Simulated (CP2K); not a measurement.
# SiNHClF2 (SMILES [NH][Si](F)(F)Cl): a first try and a second

Wanted: energy and gradient of SiNHClF2, PM6.

The calculation is run with CP2K 2026.2.

## 1. Starting point

SiNHClF2: 6 atoms, total charge 0, spin state doublet. As SMILES, `[NH][Si](F)(F)Cl`. Geometry: relaxed at PBE0-D4/def2-TZVP. This is one conformer, not always the lowest.

Bond lengths: N1–Si2 1.722 Å, Si2–F3 1.578 Å, Si2–F4 1.571 Å, Si2–Cl5 2.018 Å, N1–H6 1.021 Å. Angles: N1–Si2–F3 113.2°, N1–Si2–F4 109.0°, N1–Si2–Cl5 108.9°, F3–Si2–F4 106.6°, F3–Si2–Cl5 109.8°, F4–Si2–Cl5 109.2°, Si2–N1–H6 114.3°.

## 2. First attempt

Contents of job.inp:

```
&FORCE_EVAL
    METHOD QUICKSTEP
    &DFT
        CHARGE -4
        MULTIPLICITY 2
        LSD T
        # Quickstep
        &QS
            METHOD PM6
            EPS_DEFAULT 1.0E-10
            &SE
                &COULOMB
                    CUTOFF [angstrom] 50
                    RC_RANGE [angstrom] 0
                &END COULOMB
                &EXCHANGE
                    CUTOFF [angstrom] 50
                    RC_RANGE [angstrom] 0
                &END EXCHANGE
            &END SE
        &END QS
        &POISSON
            PERIODIC NONE
            POISSON_SOLVER ANALYTIC
        &END POISSON
        # self-consistent field
        &SCF
            SCF_GUESS ATOMIC
            EPS_SCF 1.0E-07
            MAX_SCF 64
            &DIAGONALIZATION
                ALGORITHM STANDARD
            &END DIAGONALIZATION
            &MIXING
                METHOD DIRECT_P_MIXING
                ALPHA 0.4
            &END MIXING
        &END SCF
        # extra output
        &PRINT
            &MOMENTS
                PERIODIC F
                REFERENCE COM
                MAX_MOMENT 1
            &END MOMENTS
            &MO ON
                ENERGIES T
                OCCUPATION_NUMBERS T
                NDIGITS 6
                &EACH
                    QS_SCF 0
                &END EACH
                ADD_LAST NUMERIC
            &END MO
            &HIRSHFELD OFF
            &END HIRSHFELD
        &END PRINT
    &END DFT
    # atoms, cell and kinds
    &SUBSYS
        &CELL
            ABC 14.5 14.6 15.3
            PERIODIC NONE
        &END CELL
        &COORD
            N      0.109700     0.566300     1.248600
            Si     0.180200    -0.228500    -0.277000
            F     -0.800000    -1.460700    -0.382700
            F      1.631800    -0.788700    -0.495900
            Cl    -0.242400     1.107700    -1.728900
            H     -0.837300     0.739800     1.589700
        &END COORD
        &TOPOLOGY
            &CENTER_COORDINATES
            &END CENTER_COORDINATES
        &END TOPOLOGY
    &END SUBSYS
    # extra output
    &PRINT
        &FORCES ON
        &END FORCES
    &END PRINT
&END FORCE_EVAL

&GLOBAL
    PROJECT_NAME job
    RUN_TYPE ENERGY_FORCE
    PRINT_LEVEL MEDIUM
&END GLOBAL
```

The run is started by

```console
$ OMP_NUM_THREADS=1 cp2k.psmp -i job.inp -o job.out
```

Standard output:

```text
CP2K| version string:                                       CP2K version 2026.2
 CP2K| Input file name                                                   job.inp

[... 189 lines left out ...]
  Step     Update method      Time    Convergence         Total energy    Change
[... 73 lines left out ...]
  Total energy [eV]:                                        -1438.48384868485596
[... 2 lines left out ...]
  Heat of formation [kcal/mol]:                               464.03639438777452
[... 5 lines left out ...]
 *  \___/     SCF run NOT converged. To continue the calculation regardless,   *
 *    |             please set the keyword IGNORE_CONVERGENCE_FAILURE.         *
[... 5 lines left out ...]
 ===== Routine Calling Stack =====

            4 scf_env_do_scf
            3 qs_energies
            2 qs_forces
            1 CP2K

Program received signal SIGABRT: Process abort signal.

Backtrace for this error:
#0  0x52e86d5ff957 in ???
#1  0x52e88deb4cac in __pthread_kill_implementation
#2  0x52e88de5bfb7 in raise
#3  0x52e88de45d37 in abort
#4  0x52e86dcd2d83 in ???
#5  0x52e86dcd4297 in ???
#6  0x52e86eba99ab in ???
#7  0x52e86ebb3c7b in ???
#8  0x52e86ea2555b in ???
#9  0x52e86d8b4d13 in ???
#10  0x52e86d6aa0cf in ???
#11  0x52e86df8745f in ???
#12  0x52e86df89d0b in ???
#13  0x52e86d6a0db3 in ???
#14  0x52e86d69ef13 in ???
#15  0x52e88de46573 in __libc_start_call_main
#16  0x52e88de46657 in __libc_start_main_impl
#17  0x52e86d69f06f in ???
#18  0xffffffffffffffff in ???
```

Run time: 0.57 s. Hardware: 1 thread of Arm Neoverse N1, shared host; peak memory 0.14 GiB.

## 3. Reading the log

The iterations ended before the threshold was met.

The log says `\___/     SCF run NOT converged. To continue the calculation regardless,`. Cause: the charge typed isn't that of the species meant. To mend it: charge 0 in place of -4.

## 4. Second attempt

Contents of molecule.inp:

```
&GLOBAL
  PROJECT molecule
  RUN_TYPE ENERGY_FORCE
  PRINT_LEVEL MEDIUM
&END GLOBAL

&FORCE_EVAL
  METHOD QS
  &DFT
    MULTIPLICITY 2
    SPIN_POLARIZED T
    &QS
      METHOD PM6
      EPS_DEFAULT 1.0E-10
      &SE
        &COULOMB
          CUTOFF [angstrom] 50
          RC_RANGE [angstrom] 0
        &END COULOMB
        &EXCHANGE
          CUTOFF [angstrom] 50
          RC_RANGE [angstrom] 0
        &END EXCHANGE
      &END SE
    &END QS
    &POISSON
      PERIODIC NONE
      POISSON_SOLVER ANALYTIC
    &END POISSON
    &SCF
      SCF_GUESS ATOMIC
      EPS_SCF 1.0E-07
      MAX_SCF 80
      &DIAGONALIZATION
        ALGORITHM STANDARD
      &END DIAGONALIZATION
      &MIXING
        METHOD DIRECT_P_MIXING
        ALPHA 0.4
      &END MIXING
    &END SCF
    &PRINT
      &MOMENTS
        PERIODIC F
        REFERENCE COM
        MAX_MOMENT 1
      &END MOMENTS
      &MO ON
        ENERGIES T
        OCCUPATION_NUMBERS T
        NDIGITS 6
        &EACH
          QS_SCF 0
        &END EACH
        ADD_LAST NUMERIC
      &END MO
      &HIRSHFELD OFF
      &END HIRSHFELD
    &END PRINT
  &END DFT
  &SUBSYS
    &CELL
      ABC 14.5 14.6 15.3
      PERIODIC NONE
    &END CELL
    &COORD
      N      0.109700     0.566300     1.248600
      Si     0.180200    -0.228500    -0.277000
      F     -0.800000    -1.460700    -0.382700
      F      1.631800    -0.788700    -0.495900
      Cl    -0.242400     1.107700    -1.728900
      H     -0.837300     0.739800     1.589700
    &END COORD
    &TOPOLOGY
      &CENTER_COORDINATES
      &END CENTER_COORDINATES
    &END TOPOLOGY
  &END SUBSYS
  &PRINT
    &FORCES ON
    &END FORCES
  &END PRINT
&END FORCE_EVAL
```

The run is started by

```console
$ OMP_NUM_THREADS=1 cp2k.psmp molecule.inp > molecule.out
```

Standard output:

```text
CP2K| version string:                                       CP2K version 2026.2
[...]
 GLOBAL| Method name                                                        CP2K
[...]
 GLOBAL| Run type                                                   ENERGY_FORCE
[...]
                             - Atoms:                                          6
[...]
                             - Spherical basis functions:                     31
[...]
 Number of electrons:                                                         16
[...]
     1 P_Mix/Diag. 0.40E+00    0.0     0.41614771       -49.4747356655 -4.95E+01
[...]
    23 DIIS/Diag.  0.29E-06    0.0     0.00000008       -53.9070979634 -9.24E-13
  *** SCF run converged in    23 steps ***
  Core-core repulsion energy [eV]:                           1949.05232299613976
  Core Hamiltonian energy [eV]:                             -2433.78922839890765
  Two-electron integral energy [eV]:                        -1964.29965974701804
  Electronic energy [eV]:                                   -3415.93905827241679
  Total energy [eV]:                                        -1466.88673527627702
  Atomic reference energy [eV]:                              1458.60636966765628
  Heat of formation [kcal/mol]:                              -190.94978231212551
[...]
 SE_DIPOLE| Moment [Debye]          1.90912187      -0.67553849      -0.57274093
 SE_DIPOLE| Derivative [a.u.]       0.00000000       0.00000000       0.00000000
 ENERGY| Total FORCE_EVAL ( QS ) energy [hartree]            -53.907097963444741
 FORCES| Atomic forces [hartree/bohr]
 FORCES|   Atom     x               y               z               |f|
 FORCES|      1 -1.34006927E-02  3.20682952E-03  3.09983514E-03   1.41234308E-02
 FORCES|      2  2.81140026E-03 -7.55804926E-04 -2.90867717E-02   2.92320970E-02
 FORCES|      3  5.51994327E-03  8.96398071E-03  5.07019387E-05   1.05273593E-02
 FORCES|      4 -5.09197724E-03  1.52286180E-03  6.23947086E-04   5.35132229E-03
 FORCES|      5  4.28473005E-03 -1.60479268E-02  1.67318516E-02   2.35764655E-02
 FORCES|      6  5.87659637E-03  3.11005966E-03  8.58043584E-03   1.08549866E-02
 FORCES| Sum     5.41233725E-16 -1.66533454E-16  3.88578059E-16
 FORCES| Total atomic force                                       6.86775250E-16
[...]
```

Wall time 0.49 s (1 thread of Arm Neoverse N1, shared host); peak memory 0.14 GiB.

## 5. Outcome

At PM6:

```
                                 quantity            value
                             total energy     -53.90710 Eh
                            dipole moment           2.10 D
       HOMO energy (highest over α and β)        -10.75 eV
heat of formation at this unrelaxed shape  -190.9 kcal/mol
                 largest force on an atom       1.503 eV/Å
```

What this shows: Mulliken charges run from -0.33 on N1 to +0.72 on Si2. The largest force is 1.50 eV/Å: the shape isn't a stationary point for this species at this level.
